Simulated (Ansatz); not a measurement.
From input file to script: FeNi2, space group Fd-3m in Ansatz 0.2.0.

```yaml
crystal:
  lattice:
    - [0.0, 3.27508, 3.27508]
    - [3.27508, 0.0, 3.27508]
    - [3.27508, 3.27508, 0.0]
  atoms:
    - { symbol: Fe, position: [0.75, 0.75, 0.75] }
    - { symbol: Fe, position: [0.5, 0.5, 0.5] }
    - { symbol: Ni, position: [0.125, 0.125, 0.625] }
    - { symbol: Ni, position: [0.125, 0.625, 0.125] }
    - { symbol: Ni, position: [0.625, 0.125, 0.125] }
    - { symbol: Ni, position: [0.125, 0.125, 0.125] }
basis:
  ecutwfc: 450.0
kpoints:
  mp_grid: { grid: [6, 6, 6] }
hamiltonian:
  xc: lda
magnetization:
  spin_polarized: true
  per_species: { Fe: 3.5, Ni: 1.5 }
scf:
  occupations: { method: fermi_dirac, width: 0.15 }
output:
  forces: true
  stress: true
  eigenvalues: true
```

The program run on that file:
```console
$ ansatz run input.yaml --threads 1 --pin off --max-ram 3072MiB --backend cpu --events-out ev --progress --plain --runs-dir out
band count auto-derived: 72 (N_el = 104.0; filled up to band 52; 71 by the electrons, moments and atoms)
Engine: ansatz 0.2.0, x86_64-unknown-linux-gnu
Pseudopotentials: kind: paw
Pseudopotential: Fe, paw, valence charge 16, recommended cutoff 420 eV (normal), Fe.paw.azcp
Pseudopotential: Ni, paw, valence charge 18, recommended cutoff 420 eV (normal), Ni.paw.azcp
Functional definition: SPW92
  exchange = slater_x
  correlation = pw_c
Crystal: 6 atoms, lattice volume = 70.258 Å³
Basis set: ecut = 450 eV, 1471 PW (Γ)
Bands: 72, of which v1, the nominal top of the filled ones, is band 52 counted from 1 (51 counted from 0)
Symmetry: 48 space group operations
Space group: Fd-3m (ITA 227), of the structure as read, at distance tolerance 4.1e-5 Å
Magnetic group: BNS 227.128 (UNI 1630), of the structure as read, at distance tolerance 4.1e-5 Å
k-points: 16 of 216
Non-local potential: Fe, projectors of the file, l = 0: 3, l = 1: 2, l = 2: 3, l = 3: 1
Non-local potential: Ni, projectors of the file, l = 0: 3, l = 1: 2, l = 2: 3, l = 3: 1
PAW form: soft (Blöchl's): semilocal exchange-correlation on the pseudo side does not see the compensation charge
PAW frozen core: Fe, regenerated for the run's functional, and the local potential with it (the file was generated under x = pbe(κ = 0.804, μ = 0.2195149727645171), c = pbe(β = 0.06672455060314922))
PAW frozen core: Ni, regenerated for the run's functional, and the local potential with it (the file was generated under x = pbe(κ = 0.804, μ = 0.2195149727645171), c = pbe(β = 0.06672455060314922))
PAW one-centre angular grid: Fe, 590 points (default); XC on 64 Gauss nodes
PAW one-centre angular grid: Ni, 590 points (default); XC on 64 Gauss nodes
Initial density: superposition of atomic densities (chi_scale 0.1, normalization cell)
Starting moments: Σ|m| = 13 μB on 6 of 6 sites
Initial wavefunctions: pseudopotential atomic-orbital guess
Functional: x = slater, c = lda
SCF iter   1: F=—  HF=-31929.682537 eV  |F-HF|=—  |Δ(HF+E_count)|=         —  Δρ=1.05e-1 (↑1.05e-1 ↓3.91e-2)  dr2=5.84e0  dr2_m=1.92e0  M=9.456 μB ∫|m|=9.775 μB  β_m=0.30  ethr=3.10e-3  ⟨swp⟩=5.3  Hψ=7316  notcnv=0  defer=37
Mixer restart at iter 1: flushing history
preconditioner: auto → Kerker (q_TF=auto, 2.913 Å⁻¹)  [metal: Δε(μ)=0.021 eV  Ē_g=9.831 eV  σ=0.150 eV  W_gap=0.03  n_scr=26 (ndim 8)  ℏωp=33.2 eV  f_vac=0.000  D(μ)=7.98/eV (n_scr^D=112)]
spin=Collinear: Kerker preconditioning applied to the charge; magnetization (m = ρ↑ − ρ↓) channel mixes plain (no charge-response kernel on spin).
SCF iter   2: F=—  HF=-31928.002023 eV  |F-HF|=—  |Δ(HF+E_count)|=    1.68e0  Δρ=6.70e-2 (↑4.55e-2 ↓6.70e-2)  dr2=1.97e0  dr2_m=1.80e0  M=9.164 μB ∫|m|=9.536 μB  β_m=0.41  ethr=3.10e-3  ⟨swp⟩=2.6  Hψ=3891  notcnv=0  defer=186
SCF iter   3: F=—  HF=-31930.029335 eV  |F-HF|=—  |Δ(HF+E_count)|=    2.03e0  Δρ=5.28e-2 (↑3.09e-2 ↓5.28e-2)  dr2=1.04e0  dr2_m=1.07e0  M=8.824 μB ∫|m|=9.259 μB  β_m=0.48  ethr=1.90e-3  ⟨swp⟩=2.0  Hψ=2651  notcnv=0  defer=180
SCF iter   4: F=—  HF=-31932.092297 eV  |F-HF|=—  |Δ(HF+E_count)|=    2.06e0  Δρ=4.09e-2 (↑1.40e-2 ↓4.09e-2)  dr2=1.33e0  dr2_m=3.28e-1  M=8.218 μB ∫|m|=8.757 μB  β_m=0.63  ethr=9.96e-4  ⟨swp⟩=2.6  Hψ=3604  notcnv=0  defer=186
SCF iter   5: F=—  HF=-31932.352776 eV  |F-HF|=—  |Δ(HF+E_count)|=   2.60e-1  Δρ=1.52e-2 (↑5.30e-3 ↓1.52e-2)  dr2=1.78e-1  dr2_m=2.76e-2  M=7.747 μB ∫|m|=8.350 μB  β_m=0.70  ethr=9.96e-4  ⟨swp⟩=2.7  Hψ=3531  notcnv=0  defer=189
SCF iter   6: F=—  HF=-31932.403028 eV  |F-HF|=—  |Δ(HF+E_count)|=   5.03e-2  Δρ=1.01e-2 (↑5.95e-3 ↓1.01e-2)  dr2=7.64e-2  dr2_m=1.62e-2  M=7.783 μB ∫|m|=8.375 μB  β_m=0.85  ethr=1.71e-4  ⟨swp⟩=2.2  Hψ=3844  notcnv=0  defer=185
SCF iter   7: F=—  HF=-31932.402597 eV  |F-HF|=—  |Δ(HF+E_count)|=   4.31e-4  Δρ=1.31e-3 (↑6.49e-4 ↓1.31e-3)  dr2=1.96e-3  dr2_m=3.74e-4  M=7.781 μB ∫|m|=8.379 μB  β_m=0.93  ethr=7.34e-5  ⟨swp⟩=2.0  Hψ=3393  notcnv=0  defer=185
SCF iter   8: F=—  HF=-31932.402579 eV  |F-HF|=—  |Δ(HF+E_count)|=   1.81e-5  Δρ=2.51e-3 (↑7.06e-4 ↓2.51e-3)  dr2=5.39e-3  dr2_m=5.79e-4  M=7.785 μB ∫|m|=8.383 μB  β_m=0.93  ethr=1.89e-6  ⟨swp⟩=2.0  Hψ=3743  notcnv=0  defer=185
SCF iter   9: F=—  HF=-31932.402903 eV  |F-HF|=—  |Δ(HF+E_count)|=   3.24e-4  Δρ=2.27e-4 (↑1.46e-4 ↓2.27e-4)  dr2=5.75e-5  dr2_m=1.73e-6  M=7.778 μB ∫|m|=8.376 μB  β_m=0.96  ethr=1.89e-6  ⟨swp⟩=2.0  Hψ=3183  notcnv=0  defer=185
SCF iter  10: F=—  HF=-31932.402907 eV  |F-HF|=—  |Δ(HF+E_count)|=   3.95e-6  Δρ=5.90e-5 (↑3.79e-5 ↓5.90e-5)  dr2=2.43e-6  dr2_m=7.82e-7  M=7.779 μB ∫|m|=8.377 μB  β_m=0.98  ethr=5.52e-8  ⟨swp⟩=2.0  Hψ=3956  notcnv=0  defer=182
SCF iter  11: F=—  HF=-31932.402908 eV  |F-HF|=—  |Δ(HF+E_count)|=   5.36e-7  Δρ=2.14e-5 (↑1.00e-5 ↓2.14e-5)  dr2=4.76e-7  dr2_m=4.05e-8  M=7.779 μB ∫|m|=8.377 μB  β_m=0.99  ethr=2.34e-9  ⟨swp⟩=1.7  Hψ=2899  notcnv=0  defer=182
SCF iter  12: F=—  HF=-31932.402908 eV  |F-HF|=—  |Δ(HF+E_count)|=   3.35e-8  Δρ=5.80e-6 (↑4.58e-6 ↓5.80e-6)  dr2=6.21e-8  dr2_m=3.45e-10  M=7.779 μB ∫|m|=8.377 μB  β_m=0.87  ethr=4.58e-10  ⟨swp⟩=2.1  Hψ=3623  notcnv=0  defer=182
SCF iter  13: F=-31932.402908 eV  HF=-31932.402908 eV  |F-HF|=1.67e-8  |Δ(HF+E_count)|=   9.92e-9  Δρ=3.60e-6 (↑1.72e-6 ↓3.60e-6)  dr2=1.70e-8  dr2_m=9.22e-10  M=7.779 μB ∫|m|=8.377 μB  ethr=5.98e-11  ⟨swp⟩=8.8  Hψ=11302  notcnv=0
SCF 1 converged in 13 iterations: F = -31932.402908 eV  dr2 = 1.70e-8
  greatest PAW one-centre occupation: 1.004 electrons in one spin orbital (limit 2), on the Fe atom at site 1 (counted from 0), in its partial waves of l = 1
SCF converged after 13 iterations
Magnetization: 7.7786 μB (55.8893 up, 48.1107 down)
Absolute magnetization: 8.3796 μB (∫|ρ↑−ρ↓|, with the PAW one-centre terms)
Spin contamination: 0.2383 ħ² per cell (⟨S²⟩ above its minimum at these occupations)
Per-site moments (μB) at R_I (Å): [(2.862591093997487, 1.1201655628347071), (2.8625910939974855, 1.1201655628347074), (0.5725001591667767, 0.9552804017329807), (0.5725001591667764, 0.9552804017329807), (0.572500159166776, 0.9552804017329807), (0.5725001591667761, 0.9552804017329807)]
Free energy (F): -31932.402908 eV
Harris-Foulkes:  -31932.402908 eV  (|F-HF|=1.67e-8)
Internal energy: -31931.808231 eV  (E = F + TS)
E sigma→0 (E₀):  -31932.105569 eV
Entropy (-TS):   -0.594677 eV (-99.113 meV/atom)
Fermi energy:    16.886000 eV
--- Per-component energies (eV) ---
  E_band       = -1702.153001
  E_kinetic    = 1824.115133
  E_local      = -19011.308762  (includes V_loc(G=0)·N_el)
  E_nonlocal   = 3003.687531
  E_hartree    = 7956.954668
  E_xc         = -569.352589
  E_vxc        = -736.927174  (∫ρ·V_xc dr)
  E_paw        = -8862.457390  (= ΣΔE_a)
  E_vpaw       = -2695.617832  (= ΣTr[D̂ρ^β])
  E_aug_tail   = 0.001314  (compensation charges beyond the density's cutoff)
  E_ewald      = -16275.987689
  E_core_change = 2.539553  (= ΣΔE_core)
  E_smearing   = -0.594677  (= −TS)
  E_closure    = 0.000000  (closes the sum)
  Σ components = -31932.402908   (vs F -31932.402908, Δ=0.00e0)
--- Forces (eV/Å), atoms counted from 1 ---
  atom   1  Fe    -0.00000000     0.00000000     0.00000000
  atom   2  Fe    -0.00000000     0.00000000     0.00000000
  atom   3  Ni     0.00000000    -0.00000000     0.00000000
  atom   4  Ni     0.00000000    -0.00000000     0.00000000
  atom   5  Ni     0.00000000     0.00000000    -0.00000000
  atom   6  Ni     0.00000000    -0.00000000    -0.00000000
  max |Σ_I F_I| component: 1.73e-18 eV/Å
--- Stress (GPa, compression-positive) ---
      -15.187651      -0.000000      -0.000000
        0.000000     -15.187651      -0.000000
        0.000000       0.000000     -15.187651
  P = ⅓ Tr σ = -15.1877 GPa (-151.877 kbar)
--- Band table (eV; the first three rows and the last of 32) ---
  k-point 0 ↑: bands = ["-86.0085", "-85.9496", "-85.9496", "-85.9496", "-71.0508", "-71.0405", "-47.1854", "-46.9062", "-46.9062", "-46.9062", "-46.7622", "-46.7622", "-46.6787", "-46.6787", "-46.6787", "-46.6261", "-46.6261", "-46.6261", "-37.4739", "-37.4739", "-37.4739", "-37.4403", "-37.4403", "-37.4403", "7.9299", "11.4720", "12.3218", "12.3218", "12.3218", "13.0813", "13.0813", "13.0813", "13.4188", "13.4188", "13.5619", "13.5619", "14.1302", "14.1302", "14.1302", "14.5329", "14.5329", "14.5329", "14.7481", "14.7481", "15.6376", "15.6376", "15.6376", "15.8780", "15.8780", "15.8780", "16.1042", "16.1042", "16.7496", "16.7496", "16.7496", "17.7576", "19.5670", "19.5670", "19.5670", "22.9854", "22.9854", "22.9854", "23.3330", "24.0173", "24.0173", "24.9809", "26.0950", "26.0950", "26.0950", "35.1375", "35.1375", "35.1375"]
  k-point 1 ↑: bands = ["-86.0056", "-85.9525", "-85.9496", "-85.9496", "-71.0503", "-71.0410", "-47.1686", "-46.9088", "-46.9003", "-46.9003", "-46.7583", "-46.7583", "-46.6936", "-46.6810", "-46.6810", "-46.6338", "-46.6338", "-46.6261", "-37.4746", "-37.4746", "-37.4732", "-37.4412", "-37.4397", "-37.4397", "8.2402", "11.5722", "12.3557", "12.3558", "12.3558", "12.8570", "13.1423", "13.1423", "13.4764", "13.4764", "13.6482", "13.6482", "14.0354", "14.0881", "14.0881", "14.5359", "14.5359", "14.5619", "14.7319", "14.7319", "15.4847", "15.6279", "15.6493", "15.6493", "15.8898", "15.8898", "15.9795", "15.9795", "16.4869", "16.4869", "16.7496", "17.4531", "18.5205", "19.6228", "19.6228", "22.4792", "22.4792", "23.1428", "24.1470", "24.1470", "24.2388", "25.6899", "27.5364", "27.5364", "27.7757", "33.2881", "33.2881", "33.7982"]
  k-point 2 ↑: bands = ["-85.9986", "-85.9596", "-85.9496", "-85.9496", "-71.0490", "-71.0422", "-47.1297", "-46.9169", "-46.8882", "-46.8882", "-46.7456", "-46.7456", "-46.7257", "-46.6917", "-46.6917", "-46.6484", "-46.6484", "-46.6261", "-37.4758", "-37.4758", "-37.4718", "-37.4428", "-37.4384", "-37.4384", "9.1204", "11.5293", "12.3448", "12.4373", "12.4373", "12.5855", "13.3203", "13.3203", "13.5581", "13.5581", "13.6704", "13.6704", "13.7399", "14.1738", "14.1738", "14.5555", "14.5850", "14.5850", "14.6858", "14.6858", "14.7277", "15.5677", "15.5677", "15.6086", "15.7469", "15.7469", "15.8908", "15.8908", "16.1220", "16.1220", "16.1473", "16.7495", "18.4552", "19.3725", "19.3725", "21.9362", "21.9362", "22.8077", "25.3706", "25.3706", "25.4354", "29.2334", "30.0247", "30.0247", "30.4126", "30.4126", "30.4452", "30.8331"]
  k-point 15 ↓: bands = ["-85.2627", "-85.2627", "-85.2326", "-85.2326", "-67.8914", "-67.8914", "-46.3369", "-46.3369", "-46.1653", "-46.1653", "-46.0569", "-46.0569", "-46.0259", "-46.0259", "-45.9891", "-45.9891", "-45.9572", "-45.9572", "-34.4226", "-34.4226", "-34.3969", "-34.3969", "-34.3712", "-34.3712", "11.5135", "11.5135", "12.5536", "12.5536", "13.7624", "13.7624", "13.8657", "13.8657", "14.0058", "14.0058", "14.4544", "14.4544", "14.7935", "14.7935", "15.0416", "15.0416", "15.3313", "15.3313", "15.8159", "15.8159", "16.4039", "16.4039", "16.7157", "16.7157", "17.1070", "17.1070", "17.4705", "17.4705", "17.8087", "17.8087", "17.9926", "17.9926", "18.0313", "18.0313", "21.3708", "21.3708", "25.1475", "25.1475", "28.6948", "28.6948", "29.2956", "29.2956", "29.9718", "29.9718", "30.5695", "30.5695", "33.1362", "33.1362"]
```

`run_scf.py`
```python
"""SCF run for FeNi2."""

import sys
import warnings

import ansatz
import numpy as np


def main() -> None:
    warnings.simplefilter("ignore", ansatz.DeckWarning)

    crystal = (
        ansatz.Lattice.of([0.0, 3.27508, 3.27508], [3.27508, 0.0, 3.27508], [3.27508, 3.27508, 0.0])
        .atom("Fe", [0.75, 0.75, 0.75])
        .atom("Fe", [0.5, 0.5, 0.5])
        .atom("Ni", [0.125, 0.125, 0.625])
        .atom("Ni", [0.125, 0.625, 0.125])
        .atom("Ni", [0.625, 0.125, 0.125])
        .atom("Ni", [0.125, 0.125, 0.125])
        .moments(Fe=3.5, Ni=1.5)
    )

    # functional, basis and sampling
    base = (
        crystal.calculation()
        .basis(450)
        .occupations("fermi_dirac", width=0.15)
        .spin(ansatz.SpinTreatment.COLLINEAR)
        .functional("LDA")
        .kpoints(6)
        .compute(stress=True, band_table=True, forces=True)
    )
    try:
        result = base.run()
    except ansatz.NonConvergedError as error:
        sys.exit(f"no convergence: {error}")
    except ansatz.RefusalError as error:
        sys.exit(f"input refused: {error}")
    r = result.report

    print(f"free energy      {r['free_energy_ev']:.5f} eV")
    print(f"per atom         {r['free_energy_ev'] / len(result.lattice.sites):.5f} eV")
    print(f"SCF iterations   {r['n_iterations']}  (converged: {r['converged']})")

    print("site moments (muB):", [round(m, 2) for m in r["site_moments_mub"]])
    print("electrons up, down:", [round(n, 3) for n in r["spin_occupation_sums"]])

    # pressure is a third of the trace
    stress = np.array(r["stress_gpa"])
    print(f"pressure {np.trace(stress) / 3:.3f} GPa")
    print(np.round(stress, 3) + 0.0)

    fermi = r["fermi_energy_ev"]
    print("levels less the Fermi level (eV) at the first k-points")
    for k, levels in list(zip(r["kpoints_frac"], r["eigenvalues_ev"]))[:6]:
        print("k = ({:.3f}, {:.3f}, {:.3f})".format(*k))
        print("   ", " ".join(f"{e - fermi:.3f}" for e in levels))

    # forces in eV per angstrom
    print("forces (eV/A)")
    for site, force in zip(result.lattice.sites, r["forces_ev_ang"]):
        print(f"  {site.symbol:2s} {force[0]:9.4f} {force[1]:9.4f} {force[2]:9.4f}")


if __name__ == "__main__":
    main()
```

`python run_scf.py` gives:
```text
free energy      -31932.40291 eV
per atom         -5322.06715 eV
SCF iterations   13  (converged: True)
site moments (muB): [2.86, 2.86, 0.57, 0.57, 0.57, 0.57]
electrons up, down: [55.889, 48.111]
pressure -15.188 GPa
[[-15.188   0.      0.   ]
 [  0.    -15.188   0.   ]
 [  0.      0.    -15.188]]
levels less the Fermi level (eV) at the first k-points
k = (0.000, 0.000, 0.000)
    -102.895 -102.836 -102.836 -102.836 -87.937 -87.927 -64.071 -63.792 -63.792 -63.792 -63.648 -63.648 -63.565 -63.565 -63.565 -63.512 -63.512 -63.512 -54.360 -54.360 -54.360 -54.326 -54.326 -54.326 -8.956 -5.414 -4.564 -4.564 -4.564 -3.805 -3.805 -3.805 -3.467 -3.467 -3.324 -3.324 -2.756 -2.756 -2.756 -2.353 -2.353 -2.353 -2.138 -2.138 -1.248 -1.248 -1.248 -1.008 -1.008 -1.008 -0.782 -0.782 -0.136 -0.136 -0.136 0.872 2.681 2.681 2.681 6.099 6.099 6.099 6.447 7.131 7.131 8.095 9.209 9.209 9.209 18.251 18.251 18.251
k = (0.000, 0.000, 0.167)
    -102.892 -102.839 -102.836 -102.836 -87.936 -87.927 -64.055 -63.795 -63.786 -63.786 -63.644 -63.644 -63.580 -63.567 -63.567 -63.520 -63.520 -63.512 -54.361 -54.361 -54.359 -54.327 -54.326 -54.326 -8.646 -5.314 -4.530 -4.530 -4.530 -4.029 -3.744 -3.744 -3.410 -3.410 -3.238 -3.238 -2.851 -2.798 -2.798 -2.350 -2.350 -2.324 -2.154 -2.154 -1.401 -1.258 -1.237 -1.237 -0.996 -0.996 -0.906 -0.906 -0.399 -0.399 -0.136 0.567 1.634 2.737 2.737 5.593 5.593 6.257 7.261 7.261 7.353 8.804 10.650 10.650 10.890 16.402 16.402 16.912
k = (0.000, 0.000, 0.333)
    -102.885 -102.846 -102.836 -102.836 -87.935 -87.928 -64.016 -63.803 -63.774 -63.774 -63.632 -63.632 -63.612 -63.578 -63.578 -63.534 -63.534 -63.512 -54.362 -54.362 -54.358 -54.329 -54.324 -54.324 -7.766 -5.357 -4.541 -4.449 -4.449 -4.300 -3.566 -3.566 -3.328 -3.328 -3.216 -3.216 -3.146 -2.712 -2.712 -2.331 -2.301 -2.301 -2.200 -2.200 -2.158 -1.318 -1.318 -1.277 -1.139 -1.139 -0.995 -0.995 -0.764 -0.764 -0.739 -0.137 1.569 2.486 2.486 5.050 5.050 5.922 8.485 8.485 8.549 12.347 13.139 13.139 13.527 13.527 13.559 13.947
k = (0.000, 0.000, -0.500)
    -102.880 -102.850 -102.836 -102.836 -87.934 -87.929 -63.992 -63.810 -63.768 -63.768 -63.629 -63.617 -63.617 -63.593 -63.593 -63.540 -63.540 -63.512 -54.362 -54.362 -54.357 -54.329 -54.324 -54.324 -6.760 -6.097 -4.747 -4.397 -4.397 -4.048 -3.437 -3.437 -3.379 -3.379 -3.211 -3.187 -3.187 -2.943 -2.639 -2.639 -2.339 -2.339 -2.000 -2.000 -1.880 -1.668 -1.668 -1.449 -1.287 -1.149 -1.149 -1.042 -1.042 -0.807 -0.807 -0.137 1.635 2.227 2.227 4.942 4.942 5.788 10.183 10.183 10.582 10.950 11.130 11.130 15.075 15.276 15.276 16.541
k = (0.000, 0.167, 0.167)
    -102.891 -102.840 -102.836 -102.836 -87.936 -87.927 -64.048 -63.803 -63.781 -63.781 -63.647 -63.639 -63.579 -63.571 -63.571 -63.521 -63.518 -63.518 -54.361 -54.361 -54.358 -54.329 -54.325 -54.325 -8.543 -5.258 -4.700 -4.421 -4.421 -3.966 -3.748 -3.748 -3.405 -3.385 -3.323 -3.171 -3.035 -2.764 -2.764 -2.364 -2.336 -2.336 -2.147 -2.119 -1.479 -1.281 -1.281 -1.183 -1.066 -0.997 -0.997 -0.790 -0.429 -0.429 -0.386 0.814 1.930 1.930 2.490 3.754 7.609 7.618 7.618 7.743 7.789 8.494 9.468 9.468 12.768 16.232 16.818 16.846
k = (0.000, 0.167, 0.333)
    -102.885 -102.846 -102.836 -102.836 -87.935 -87.928 -64.014 -63.816 -63.768 -63.768 -63.642 -63.626 -63.606 -63.582 -63.573 -63.535 -63.530 -63.518 -54.363 -54.363 -54.355 -54.331 -54.324 -54.324 -7.853 -5.131 -4.761 -4.287 -4.273 -4.259 -3.630 -3.560 -3.377 -3.341 -3.270 -3.227 -3.051 -2.949 -2.737 -2.358 -2.334 -2.273 -2.175 -2.120 -2.099 -1.332 -1.282 -1.229 -1.208 -1.118 -0.987 -0.957 -0.869 -0.792 -0.411 0.037 1.158 1.662 2.360 3.953 6.871 7.310 7.602 9.306 9.437 11.278 11.314 11.489 13.342 13.542 15.162 17.173
forces (eV/A)
  Fe   -0.0000    0.0000    0.0000
  Fe   -0.0000    0.0000    0.0000
  Ni    0.0000   -0.0000    0.0000
  Ni    0.0000   -0.0000    0.0000
  Ni    0.0000    0.0000   -0.0000
  Ni    0.0000   -0.0000   -0.0000
```

Notes:
- Total energies depend on the potentials; only differences at equal settings carry meaning.
- Other magnetic orders than the one started from may lie lower.
- The levels shown are those of the first spin channel.
- For a metal this k-point mesh is coarse: on a finer one energies can move by several to tens of meV an atom and pressures by half a GPa or more, differences at one mesh by less.
- A Fermi-Dirac width this large means warm electrons, whose thermal share enters the free energy.
- Pressure is positive in compression.
- At these settings the cell as given stands under about -15 GPa, so it isn't at this functional's equilibrium volume.
- This cell is a computed structure, which may not be the phase found in nature.
- Levels are Kohn-Sham eigenvalues on this mesh.
- Cost: of the order of 15 core-seconds.

(Lines on the test bed's own set-up are left out of the output.)
